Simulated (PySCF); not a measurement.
**RbMg: spin, charge, geometry and surroundings**

One physical setting of the base script is moved in each run, with the edits that it forces.

Program: PySCF 2.14.0. Level of theory: each script names its method and basis. These are calculated values, not measurements.

3 further runs of the same task are left out: 1 for a known fault of the program, 2 that didn't finish.

### Step 1. Starting geometry

RbMg: 2 atoms, charge 0, spin multiplicity 2.

Bond lengths: Rb1–Mg2 3.074 Å.

### Step 2. The run that the others are compared with

input.py

```python
from pyscf import gto, scf, mp

mol = gto.M(
    atom='Rb 0 0 0; Mg 0 0 3.074',
    basis='ano-rcc-vdzp',
    charge=0,
    spin=1,
    verbose=3,
)
mf = scf.UHF(mol)
mf = mf.sfx2c1e()
mf.kernel()
mp.MP2(mf, frozen=10).kernel()
mf.dip_moment()
print('orbital energies (hartree):', [e[max(0, n-3):n+3].round(4) for e, n in zip(mf.mo_energy, mol.nelec)])
```

The run is started by

```
$ python input.py
```

Its log is not repeated here.

It gives: E(SCF) = -3178.964101 Eh, E(MP2) − E(SCF) = -0.35210 Eh, ⟨S²⟩ = 0.802, μ = 2.62 D (of the SCF density).

The bond length is a typed value, not an optimised one.

### Step 3. Electric field 0.2 a.u.

Edit 1 changes electric field: none → 0.2 a.u.

input.py

```python
from pyscf import gto, scf, mp

mol = gto.M(
    atom='Rb 0 0 0; Mg 0 0 3.074',
    basis='ano-rcc-vdzp',
    charge=0,
    spin=1,
    verbose=3,
)
mf = scf.UHF(mol)
mf = mf.sfx2c1e()
field = 0.2  # electric field along z, atomic units
h = mf.get_hcore() + field*mol.intor('int1e_r')[2]
mf.get_hcore = lambda *args: h
e_nuc = mol.energy_nuc() - field*mol.atom_charges() @ mol.atom_coords()[:, 2]
mf.energy_nuc = lambda *args: e_nuc
mf.kernel()
mp.MP2(mf, frozen=10).kernel()
mf.dip_moment()
print('orbital energies (hartree):', [e[max(0, n-3):n+3].round(4) for e, n in zip(mf.mo_energy, mol.nelec)])
```

The run is started by

```
$ python input.py
```

### Step 4. Sextet

Edit 2 changes spin (2S): 1 → 5.

input.py, as its differences from that of step 2:

```diff
@@ -6,3 +6,3 @@
     charge=0,
-    spin=1,
+    spin=5,
     verbose=3,
```

### Step 5. Charge -1 (singlet)

Edit 3 changes charge: 0 → -1; spin (2S): 1 → 0.

input.py, as its differences from that of step 2:

```diff
@@ -5,4 +5,4 @@
     basis='ano-rcc-vdzp',
-    charge=0,
-    spin=1,
+    charge=-1,
+    spin=0,
     verbose=3,
```

### Step 6. Charge +2

Edit 4 changes charge: 0 → 2.

input.py, as its differences from that of step 2:

```diff
@@ -5,3 +5,3 @@
     basis='ano-rcc-vdzp',
-    charge=0,
+    charge=2,
     spin=1,
```

Q: Predict the outcome of this session. Wanted: for each run, E(SCF); from base; gap, α spin; SCF dipole; after the SCF.

As calculated:

```tsv
run	E(SCF) (hartree)	from base (eV)	gap, α spin (eV)	SCF dipole (D)	after the SCF
base	-3178.964101	0	3.84	2.62	MP2 correlation -9.581 eV, core frozen
electric field 0.2 a.u. (poor choice)	-3182.591017	not comparable	2.86	58.64	MP2 correlation -8.739 eV, core frozen
sextet	-3178.301538	+18.0293	5.02	4.32	MP2 correlation -8.359 eV, core frozen
charge -1 (singlet)	-3178.938572	+0.6947	3.08	n/a	MP2 correlation -10.050 eV, core frozen
charge +2	-3178.436717	+14.3509	10.44	n/a	MP2 correlation -8.836 eV, core frozen
```

What this shows: The sextet solution found lies 18.03 eV above the base doublet at this geometry and level. At the SCF level, adding an electron (to the singlet) costs 0.69 eV at fixed geometry; correlation, diffuse functions and relaxation can still bind it. Rows marked «poor choice» come from settings spoiled on purpose.
